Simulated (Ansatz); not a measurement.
# B2Ru: further runs on the relaxed cell

An exercise on one series of results from a longer session: the logs are not shown, and one member is left open.

Method: DFT r2SCAN, scalar-relativistic, plane waves, PAW, in Ansatz 0.2.0.

1 further run of the same task is left out (set aside as unsound or not needed). Runs told in other sessions of the task aren't counted.

### The structure to begin with

The structure is orthorhombic, space group Pmmn (No. 59). The conventional cell has a = 2.870 Å, b = 4.640 Å, c = 4.038 Å, α = 90.00°, β = 90.00°, γ = 90.00°. Around B (site symmetry m) lie 3 B at 1.82 to 1.88 Å and 4 Ru at 2.16 to 2.27 Å. Ru (site symmetry mm2) has 8 B at 2.16 to 2.27 Å in its first shell of neighbours.

As a file:

```cif
data_structure
_symmetry_space_group_name_H-M 'P 1'
_symmetry_Int_Tables_number 1
_cell_length_a 2.8704
_cell_length_b 4.6403
_cell_length_c 4.0379
_cell_angle_alpha 90.000
_cell_angle_beta 90.000
_cell_angle_gamma 90.000
_cell_volume 53.78
loop_
_atom_site_label
_atom_site_type_symbol
_atom_site_fract_x
_atom_site_fract_y
_atom_site_fract_z
_atom_site_occupancy
B1 B 0.00000 0.80394 0.36255 1
B2 B 0.00000 0.19606 0.36255 1
B3 B 0.50000 0.30394 0.63745 1
B4 B 0.50000 0.69606 0.63745 1
Ru1 Ru 0.00000 0.00000 0.84671 1
Ru2 Ru 0.50000 0.50000 0.15329 1
```

This cell was relaxed beforehand with the same method: volume 8.96 Å³/atom, gap on the mesh none (metal).

The first run:

input.yaml reads:

```yaml
crystal:
  lattice:
    - [2.8414169068, 0.0, 0.0]
    - [0.0, 4.593433412, 0.0]
    - [0.0, 0.0, 3.9970913703]
  atoms:
    - { symbol: B, position: [0.0, 0.8039374085, 0.3625471542] }
    - { symbol: B, position: [0.0, 0.1960625915, 0.3625471542] }
    - { symbol: B, position: [0.5, 0.3039374085, 0.6374528458] }
    - { symbol: B, position: [0.5, 0.6960625915, 0.6374528458] }
    - { symbol: Ru, position: [0.0, 0.0, 0.8467087077] }
    - { symbol: Ru, position: [0.5, 0.5, 0.1532912923] }
basis:
  ecutwfc: 500
kpoints:
  mp_grid: { grid: [12, 8, 10] }
hamiltonian:
  xc: r2scan
scf:
  occupations: { method: gaussian, width: 0.1 }
output:
  forces: true
  stress: true
  eigenvalues: true
  write_density: true
  write_potential: true
  elf: true
  volumetric_format: npy
relax:
  adjacent_minimum: "off"
  f_tol: 0.01
  max_steps: 30
  cell: { stress_tol: 0.1, fix: [volume] }
```

On the command line:

```
$ ansatz run input.yaml --threads 1 --pin off --max-ram 2560MiB --backend cpu --events-out ev --progress --plain --runs-dir out
```

Among the steps run: Volume × 0.97; Point at V/V0 = 1.03; Volume × 0.94; Point at V/V0 = 1.06; Volume × 0.91; Volume × 1.10; Volume × 0.88.

One table of the session follows, with a row left open; its other results are not shown here.

It belongs to the step «Energy against volume». 

| volume (Å³/atom) | energy above the lowest point (meV/atom) | pressure (GPa) |
| --- | --- | --- |
| 7.888 | 147.2 | 48.93 |
| 8.157 | ? | ? |
| 8.426 | 32.9 | 20.65 |
| 8.695 | 7.8 | 9.52 |
| 8.964 | 0.0 | 0.00 |
| 9.233 | 7.0 | -8.13 |
| 9.502 | 26.6 | -15.06 |
| 9.860 | 69.1 | -22.70 |

Estimate the missing values for volume (Å³/atom) = 8.157.

Worked estimate for «energy above the lowest point (meV/atom)». A straight line through the neighbours (7.888, 147.2) and (8.426, 32.9) gives 147.2 + (32.9 − 147.2) × (8.157 − 7.888) / (8.426 − 7.888) = 90.0; a parabola fitted to 3 rows on both sides gives 79.4.

**Answer.** energy above the lowest point (meV/atom): 78.2; pressure (GPa): 33.68. In «energy above the lowest point (meV/atom)» the line misses by +11.8 and the parabola by +1.2.
